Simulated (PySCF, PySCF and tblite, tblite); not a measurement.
# C₄H₈O₃: conformers and averaged spectra, part 2 of 2

PySCF and tblite. Atoms count from 0. Earlier steps stand in the parts before.

### 4 Shieldings, conformer 2: PBE0/pcSseg-1

What the job is given:

```
{"job": {"xc": "PBE0", "basis": "pcSseg-1", "kind": "nmr", "pop": false}, "charge": 0, "multiplicity": 1}
C      1.887427     0.289606    -0.509472
O      1.420977    -0.100941     0.772540
C      0.041212    -0.131787     0.928899
C     -0.685526    -1.185252     0.057468
O     -1.164614    -0.430997    -1.032517
C     -1.478023     0.816183    -0.498041
O     -0.575999     1.079264     0.551919
H      1.539326    -0.390072    -1.292497
H      1.565086     1.307402    -0.743651
H      2.972209     0.252876    -0.445824
H     -0.106306    -0.306407     2.001888
H     -0.017384    -1.961450    -0.311016
H     -1.515449    -1.633840     0.618576
H     -2.508029     0.826565    -0.092244
H     -1.379321     1.576839    -1.278850
```

The program printed:

```text
coarse grid: 12568 points
cycle   1  E = -382.2090100603  dE =  1.143e+00  |g| = 8.576e-01  |ddm| = 3.304e+00
cycle   2  E = -382.0854956618  dE =  1.235e-01  |g| = 1.208e+00  |ddm| = 1.322e+00
cycle   3  E = -382.3352298853  dE = -2.497e-01  |g| = 6.961e-02  |ddm| = 8.277e-01
cycle   4  E = -382.3359932554  dE = -7.634e-04  |g| = 2.918e-02  |ddm| = 5.436e-02
cycle   5  E = -382.3361346007  dE = -1.413e-04  |g| = 1.152e-02  |ddm| = 2.290e-02
cycle   6  E = -382.3361553881  dE = -2.079e-05  |g| = 2.990e-03  |ddm| = 8.396e-03
cycle   7  E = -382.3361571794  dE = -1.791e-06  |g| = 3.906e-04  |ddm| = 2.420e-03
final grid: 121432 points
cycle   8  E = -382.4114253457  dE = -3.582e-05  |g| = 1.573e-02  |ddm| = 2.841e-02
cycle   9  E = -382.4113824353  dE =  4.291e-05  |g| = 2.239e-02  |ddm| = 2.028e-02
cycle  10  E = -382.4114686440  dE = -8.621e-05  |g| = 1.006e-03  |ddm| = 1.217e-02
cycle  11  E = -382.4114688645  dE = -2.205e-07  |g| = 2.103e-04  |ddm| = 9.887e-04
cycle  12  E = -382.4114688725  dE = -7.998e-09  |g| = 8.040e-05  |ddm| = 2.055e-04
cycle  13  E = -382.4114688735  dE = -9.248e-10  |g| = 3.526e-05  |ddm| = 7.157e-05
cycle  14  E = -382.4114688737  dE = -2.103e-10  |g| = 3.991e-06  |ddm| = 2.429e-05
converged SCF energy = -382.4114688737

GIAO shielding tensors (ppm)
atom      isotropic    diamagn.    paramagn.     s11        s22        s33       span
  0 C      136.488     246.349    -109.861    110.029    116.202    183.232     73.203
  1 O      271.451     395.498    -124.047    214.692    265.704    333.958    119.266
  2 C       82.956     244.890    -161.934     54.200     87.064    107.605     53.406
  3 C      113.020     249.443    -136.424     80.567    104.285    154.207     73.640
  4 O      257.853     397.251    -139.398    180.692    254.004    338.863    158.171
  5 C       85.015     241.164    -156.149     47.338     91.376    116.332     68.993
  6 O      230.701     399.387    -168.686    138.962    245.301    307.839    168.877
  7 H       28.593      30.749      -2.156     24.252     27.686     33.842      9.589
  8 H       28.116      30.418      -2.302     24.004     26.779     33.567      9.563
  9 H       28.301      28.656      -0.355     24.053     26.234     34.617     10.563
 10 H       26.068      29.842      -3.774     21.832     25.394     30.978      9.146
 11 H       27.465      30.469      -3.004     24.763     25.984     31.649      6.886
 12 H       28.000      30.008      -2.008     23.188     26.590     34.222     11.034
 13 H       26.555      28.050      -1.494     21.239     25.297     33.131     11.892
 14 H       26.002      28.608      -2.605     22.311     24.697     30.999      8.688
```

Run time: 25 s. Hardware: 1 thread of Arm Neoverse N1, shared host; peak memory 0.81 GiB.

In short: HOMO -7.37 eV, LUMO 1.43 eV; dipole 1.04 D.

### 5 Shieldings, conformer 3: PBE0/pcSseg-1

What the job is given:

```
{"job": {"xc": "PBE0", "basis": "pcSseg-1", "kind": "nmr", "pop": false}, "charge": 0, "multiplicity": 1}
C      1.779548     0.621707    -0.414624
O      1.299121     0.439762     0.905043
C     -0.062885     0.185449     1.048835
C     -0.501711    -1.239830     0.612481
O     -1.660534    -1.027555    -0.160797
C     -1.536648     0.260322    -0.680520
O     -0.892770     1.038115     0.296058
H      1.275347     1.462360    -0.899158
H      2.838204     0.845269    -0.305938
H      1.661260    -0.279479    -1.025563
H     -0.256134     0.366575     2.113572
H      0.292975    -1.711518     0.020227
H     -0.759239    -1.879525     1.454879
H     -2.531083     0.673218    -0.867971
H     -0.949864     0.253121    -1.620254
```

The program printed:

```text
coarse grid: 12568 points
cycle   1  E = -382.2061606832  dE =  1.142e+00  |g| = 8.597e-01  |ddm| = 3.307e+00
cycle   2  E = -382.0863262219  dE =  1.198e-01  |g| = 1.201e+00  |ddm| = 1.311e+00
cycle   3  E = -382.3329032864  dE = -2.466e-01  |g| = 6.662e-02  |ddm| = 8.129e-01
cycle   4  E = -382.3336315356  dE = -7.282e-04  |g| = 2.527e-02  |ddm| = 5.056e-02
cycle   5  E = -382.3337462573  dE = -1.147e-04  |g| = 1.010e-02  |ddm| = 2.056e-02
cycle   6  E = -382.3337625039  dE = -1.625e-05  |g| = 2.922e-03  |ddm| = 7.019e-03
cycle   7  E = -382.3337641141  dE = -1.610e-06  |g| = 4.263e-04  |ddm| = 2.279e-03
final grid: 121432 points
cycle   8  E = -382.4087924795  dE = -2.382e-05  |g| = 1.604e-02  |ddm| = 2.485e-02
cycle   9  E = -382.4087482105  dE =  4.427e-05  |g| = 2.278e-02  |ddm| = 2.002e-02
cycle  10  E = -382.4088368958  dE = -8.869e-05  |g| = 9.378e-04  |ddm| = 1.221e-02
cycle  11  E = -382.4088370893  dE = -1.936e-07  |g| = 1.860e-04  |ddm| = 9.146e-04
cycle  12  E = -382.4088370956  dE = -6.307e-09  |g| = 6.994e-05  |ddm| = 1.725e-04
cycle  13  E = -382.4088370963  dE = -7.173e-10  |g| = 3.034e-05  |ddm| = 6.279e-05
converged SCF energy = -382.4088370963

GIAO shielding tensors (ppm)
atom      isotropic    diamagn.    paramagn.     s11        s22        s33       span
  0 C      137.923     246.179    -108.256    113.881    118.010    181.878     67.997
  1 O      281.680     395.242    -113.562    244.320    258.471    342.250     97.930
  2 C       82.631     245.675    -163.044     47.849     89.510    110.534     62.686
  3 C      117.892     249.982    -132.091     80.178    105.199    168.298     88.120
  4 O      256.330     395.540    -139.210    153.799    258.415    356.777    202.978
  5 C       85.571     244.370    -158.799     51.154     90.649    114.911     63.757
  6 O      224.647     398.187    -173.540    144.775    218.187    310.978    166.203
  7 H       28.048      30.105      -2.057     23.785     26.786     33.575      9.790
  8 H       28.205      28.445      -0.240     23.830     26.159     34.626     10.795
  9 H       28.552      30.765      -2.212     24.475     27.199     33.983      9.508
 10 H       25.907      29.504      -3.597     21.929     24.934     30.858      8.929
 11 H       27.786      31.041      -3.255     24.092     27.410     31.856      7.764
 12 H       27.641      29.494      -1.853     23.838     26.210     32.874      9.036
 13 H       26.248      28.017      -1.768     22.073     24.818     31.854      9.781
 14 H       26.575      30.438      -3.863     22.556     25.968     31.200      8.644
```

Wall time 24 s (1 thread of Arm Neoverse N1, shared host); peak memory 0.73 GiB.

Key values: HOMO -7.60 eV, LUMO 1.34 eV; dipole 1.31 D.

### 6 The ensemble: properties at PBE0/pcSseg-1

What the job is given:

```
{"job": {"study": "conf", "smiles": "CO[C@@H]1COCO1", "search": {"seed": 9370, "n_embed": 90, "ff_keep": 18, "window": 3.0, "nmax": 10, "temps": [150, 200, 250, 298.15, 400], "t_ref": 298.15, "order": 0.0005}, "level": {"nmr": {"xc": "PBE0", "basis": "pcSseg-1"}}, "kind": "conf"}, "charge": 0, "multiplicity": 1}
C      2.146808    -0.558692     0.217065
O      0.944935     0.094848     0.574839
C      0.166252     0.473208    -0.515434
C     -1.068045     1.236136     0.019092
O     -2.170131     0.488565    -0.444384
C     -1.675012    -0.793941    -0.687818
O     -0.383958    -0.620108    -1.209889
H      2.781294     0.103479    -0.382649
H      2.646138    -0.804540     1.151080
H      1.941828    -1.470254    -0.350470
H      0.769034     1.043381    -1.239985
H     -1.019797     1.242520     1.114597
H     -1.149456     2.251636    -0.366109
H     -2.300144    -1.293819    -1.429847
H     -1.634160    -1.384430     0.247167
```

The program printed:

```text
conformer  sym    E(xTB)   E(DFT)   G(298.15 K)  weight  dipole/D
    1     C1      0.000    0.000    0.000   0.9584    1.382
    2     C1      2.016    1.913    1.885   0.0398    1.038
    3     C1      2.573    3.594    3.729   0.0018    1.310

mean shielding (ppm) by class
class atoms           150 K      200 K      250 K   298.15 K      400 K
  0 C  0            129.159     129.21    129.313    129.454    129.837
  1 O  1            265.516    265.559    265.645    265.771    266.138
  2 C  2             80.476     80.493     80.527     80.574     80.699
  3 C  3            111.286    111.299    111.325    111.364    111.483
  4 O  4             258.27    258.267    258.261    258.251     258.22
  5 C  5             88.546     88.522     88.473     88.407      88.23
  6 O  6              212.4    212.527    212.778    213.118    214.014
  7 H  7,8,9         28.104     28.105     28.109     28.113     28.124
  8 H  10            26.558     26.555     26.548     26.539     26.513
  9 H  11            27.985     27.981     27.974     27.965      27.94
 10 H  12            27.434     27.438     27.446     27.456     27.483
 11 H  13             26.34     26.341     26.344     26.348     26.357
 12 H  14            26.665     26.661     26.652      26.64      26.61
```

Run time: 84 s. Hardware: 1 thread of Arm Neoverse N1, shared host. This counts the runs that the step sums up.

The search (ETKDG and KDG, MMFF94s, GFN2-xTB) embedded 90 structures, kept 6 distinct ones after the force field and 4 after xTB; 3 were carried on (window 3.0 kcal/mol at the search's own energies). Energies: PBE0/pcSseg-1 with D3(BJ).

The conformers at 298 K:

| no. | group | mirror pair | ΔE xTB | ΔE DFT | ΔG | weight (%) | μ (D) | C0–O1–C2–O6 (°) | A, B, C (GHz) |
| --- | --- | --- | --- | --- | --- | --- | --- | --- | --- |
| 1 | C1 | no | 0.00 | 0.00 | 0.00 | 95.8 | 1.38 | 68 | 6.13, 2.03, 1.72 |
| 2 | C1 | no | 2.02 | 1.91 | 1.89 | 4.0 | 1.04 | -53 | 4.61, 2.37, 2.26 |
| 3 | C1 | no | 2.57 | 3.59 | 3.73 | 0.2 | 1.31 | -46 | 4.99, 2.24, 2.03 |

Energies in kcal/mol. ΔG holds xTB vibrations and rotation, symmetry numbers and mirror pairs.

Weights (%) by temperature:

| no. | 150 K | 200 K | 250 K | 298 K | 400 K |
| --- | --- | --- | --- | --- | --- |
| 1 | 99.8 | 99.1 | 97.7 | 95.8 | 90.7 |
| 2 | 0.2 | 0.9 | 2.2 | 4.0 | 8.4 |
| 3 | 0.0 | 0.0 | 0.1 | 0.2 | 0.8 |

How the weights hang on the way they are made:

| scheme | 1 | 2 | 3 | mean μ (D) |
| --- | --- | --- | --- | --- |
| DFT free energy | 96 | 4 | 0 | 1.37 |
| DFT energy, symmetry counted | 96 | 4 | 0 | 1.37 |
| DFT energy alone | 96 | 4 | 0 | 1.37 |
| xTB energy, symmetry counted | 96 | 3 | 1 | 1.37 |
| xTB free energy | 96 | 3 | 1 | 1.37 |
| lowest conformer only | 100 | 0 | 0 | 1.38 |
| equal weights | 33 | 33 | 33 | 1.24 |
| conformers found from three starts alone | 100 | 0 | 0 | 1.38 |

Shifts against references run at the same level ($^{1}$H TMS 31.72, $^{13}$C TMS 186.9, $^{17}$O H2O 336.1 ppm of shielding), by class of atoms, at 298 K:

| atoms | environment | no. 1 | no. 2 | no. 3 | average |
| --- | --- | --- | --- | --- | --- |
| C2 | sp3 carbon bearing two oxygens | 106.5 | 104.0 | 104.3 | 106.4 |
| C5 | sp3 carbon bearing two oxygens | 98.4 | 101.9 | 101.4 | 98.5 |
| C3 | sp3 CH2 bonded to O | 75.6 | 73.9 | 69.0 | 75.6 |
| C0 | methyl carbon bonded to O | 57.8 | 50.4 | 49.0 | 57.5 |
| H13 | hydrogen on an sp3 carbon bearing two oxygens | 5.38 | 5.16 | 5.47 | 5.37 |
| H10 | hydrogen on an sp3 carbon bearing two oxygens | 5.16 | 5.65 | 5.81 | 5.18 |
| H14 | hydrogen on an sp3 carbon bearing two oxygens | 5.05 | 5.71 | 5.14 | 5.08 |
| H12 | hydrogen on an sp3 CH2 bonded to O | 4.28 | 3.72 | 4.08 | 4.26 |
| H11 | hydrogen on an sp3 CH2 bonded to O | 3.73 | 4.25 | 3.93 | 3.75 |
| H7, H8, H9 | hydrogen on a methyl carbon bonded to O | 3.61 | 3.38 | 3.45 | 3.60 |
| O6 | ether oxygen | 123.7 | 105.4 | 111.4 | 123.0 |
| O4 | ether oxygen | 77.8 | 78.2 | 79.7 | 77.8 |
| O1 | ether oxygen | 70.6 | 64.6 | 54.4 | 70.3 |

Effective distances for nuclear Overhauser effects, ⟨r⁻⁶⟩^(−1/6) over all pairs of two classes (Å): H11···H12 1.80; H13···H14 1.81; H10···H12 2.43; H7···H10 2.72; H11···H14 2.85; H10···H11 2.96; H12···H13 3.72; H12···H14 3.72.

### 7 Summary of results

What follows sums up all 2 parts.

| quantity | value |
| --- | --- |
| conformers | 3; the first in weight is no. 1 (C1), 96 % at 298 K |
| root-mean-square dipole | 1.37 D |
| averaged $^{13}$C shifts (PBE0/pcSseg-1) | 106.4, 98.5, 75.6, 57.5 ppm |
| averaged $^{1}$H shifts (PBE0/pcSseg-1) | 5.37, 5.18, 5.08, 4.26, 3.75, 3.60 ppm |

At 298 K conformer 1 holds 96 % of the ensemble (100 % at 150 K, 91 % at 400 K).
